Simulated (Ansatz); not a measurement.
# Si: the cost of one run

Program: Ansatz 0.2.0. Level of theory: DFT LDA, scalar-relativistic, plane waves, PAW. These are calculated values, not measurements.

2 further runs of the same task are left out: 2 set aside as unsound or not needed. Runs told in other sessions of the task aren't counted.

## 1. The system as given

It takes space group P6_3/mmc (No. 194, hexagonal). Conventional cell: a = 2.651 Å, b = 2.651 Å, c = 4.542 Å, α = 90.00°, β = 90.00°, γ = 120.00°. Around Si (site symmetry -6m2) lie 12 Si at 2.65 to 2.74 Å.

Structure file:

```cif
data_structure
_symmetry_space_group_name_H-M 'P 1'
_symmetry_Int_Tables_number 1
_cell_length_a 2.6511
_cell_length_b 4.5417
_cell_length_c 9.1836
_cell_angle_alpha 90.000
_cell_angle_beta 90.000
_cell_angle_gamma 90.000
_cell_volume 110.57
loop_
_atom_site_label
_atom_site_type_symbol
_atom_site_fract_x
_atom_site_fract_y
_atom_site_fract_z
_atom_site_occupancy
Si1 Si 0.50000 0.75000 0.08333 1
Si2 Si 0.00000 0.75000 0.33333 1
Si3 Si 0.50000 0.75000 0.58333 1
Si4 Si 0.00000 0.75000 0.83333 1
Si5 Si 0.00000 0.25000 0.16667 1
Si6 Si 0.50000 0.25000 0.41667 1
Si7 Si 0.00000 0.25000 0.66667 1
Si8 Si 0.50000 0.25000 0.91667 1
```

It goes back to an entry of the Materials Project, which need not be the stable form.

It is built from the cell relaxed beforehand with the same method (13.82 Å³/atom).

## 2. The reference: the undisturbed cell on the scan's mesh

The input, input.yaml:

```yaml
crystal:
  lattice:
    - [1.3255333431, -2.2958910974, 0.0]
    - [0.0, 0.0, -4.5417424135]
    - [7.9532000586, 4.5917821948, 0.0]
  atoms:
    - { symbol: Si, position: [0.5, 0.75, 0.0833333333] }
    - { symbol: Si, position: [0.0, 0.75, 0.3333333333] }
    - { symbol: Si, position: [0.5, 0.75, 0.5833333333] }
    - { symbol: Si, position: [0.0, 0.75, 0.8333333333] }
    - { symbol: Si, position: [0.0, 0.25, 0.1666666667] }
    - { symbol: Si, position: [0.5, 0.25, 0.4166666667] }
    - { symbol: Si, position: [0.0, 0.25, 0.6666666667] }
    - { symbol: Si, position: [0.5, 0.25, 0.9166666667] }
basis:
  ecutwfc: 420
kpoints:
  mp_grid: { grid: [22, 13, 7] }
hamiltonian:
  xc: lda
scf:
  occupations: { method: gaussian, width: 0.15 }
output:
  forces: true
  stress: true
  eigenvalues: true
  write_density: true
  write_potential: true
  elf: true
  volumetric_format: npy
```

The run is started by

```console
$ ansatz run input.yaml --threads 2 --pin off --max-ram 5120MiB --backend cpu --events-out ev --progress --plain --runs-dir out
```

What time and memory should one allow on 2 threads of Intel Xeon at 2.50GHz (Skylake/Cascade Lake), shared host?

About 64 s, with a peak of 0.86 GiB.
